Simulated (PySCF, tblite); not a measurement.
# C6H8O: geometry, infrared bands and NMR shifts

Aim: predict the infrared bands and NMR shifts of C6H8O (`C=C1COCC1=C`).

Computed with tblite 0.8.0 and PySCF 2.14.0, with density-fitted response routines of our own, on a single molecule in the gas phase. Atoms are numbered from 0 throughout.

### Step 1. The molecule as given

15 atoms, charge 0, multiplicity 1; geometry from: force field or distance geometry start.

Bonds of the start (Å): C0–C1 1.34, C1–C2 1.49, C2–O3 1.37, O3–C4 1.37, C4–C5 1.50, C5–C6 1.33, C5–C1 1.47, C0–H7 1.10, C0–H8 1.08, C2–H9 1.10, C2–H10 1.14, C4–H11 1.09, C4–H12 1.13, C6–H13 1.09, C6–H14 1.09.

### Step 2. Optimising the geometry with GFN2-xTB

What the job is given:

```
{"job": {"kind": "relax", "xc": "GFN2-xTB", "basis": "xTB"}, "charge": 0, "multiplicity": 1}
C      1.997900     0.259800     0.040600
C      0.749100    -0.195800    -0.087700
C      0.297300    -1.583300    -0.384300
O     -0.914700    -1.681500     0.245100
C     -1.526200    -0.463900     0.388300
C     -0.488100     0.574800     0.072100
C     -0.640400     1.890300    -0.036700
H      2.142200     1.320700     0.279200
H      2.875900    -0.365000    -0.082000
H      1.029800    -2.351000    -0.109400
H      0.082400    -1.572100    -1.499500
H     -2.445400    -0.333900    -0.183000
H     -1.749000    -0.328400     1.487300
H     -1.633200     2.307000     0.108800
H      0.217800     2.530400    -0.260700
```

On the command line:

```bash
$ OMP_NUM_THREADS=1 python probes_run.py task.json out
```

This one command runs all jobs of the session in turn.

**Question.** This job is followed by: GFN2-xTB harmonic vibrations, gas phase; GIAO PBE0/pcSseg-1 NMR shielding, non-relativistic, gas phase. What will the session give for the following? strongest single infrared mode (GFN2-xTB); zero-point energy (GFN2-xTB); ¹³C shifts against TMS (PBE0/pcSseg-1, means over atoms taken as alike); ¹H shifts against TMS (PBE0/pcSseg-1, means over atoms taken as alike); ¹⁷O shifts against H2O (PBE0/pcSseg-1).

As calculated:

| quantity | value |
| --- | --- |
| strongest single infrared mode (GFN2-xTB) | 2829 cm⁻¹, 98 km/mol |
| zero-point energy (GFN2-xTB) | 76.3 kcal/mol |
| ¹³C shifts against TMS (PBE0/pcSseg-1, means over atoms taken as alike) | 154.2, 108.4, 78.2 ppm |
| ¹H shifts against TMS (PBE0/pcSseg-1, means over atoms taken as alike) | 5.90, 5.31, 4.77 ppm |
| ¹⁷O shifts against H2O (PBE0/pcSseg-1) | 30.8 ppm |

Relaxing lowered the energy by 0.357 eV in 73 steps; the close pair that moved most is C2–O3, from 1.369 to 1.414 Å. All 39 modes are real, so the xTB geometry is a minimum. The strongest single mode, at 2829 cm⁻¹, moves mainly H10 and H11. Unscaled tight-binding wavenumbers are off by several per cent, some by more. Its intensities can rank the bands wrongly. The most deshielded carbon is C1, C5 (mean) (fully substituted alkene carbon), at 154.2 ppm: the olefinic region.
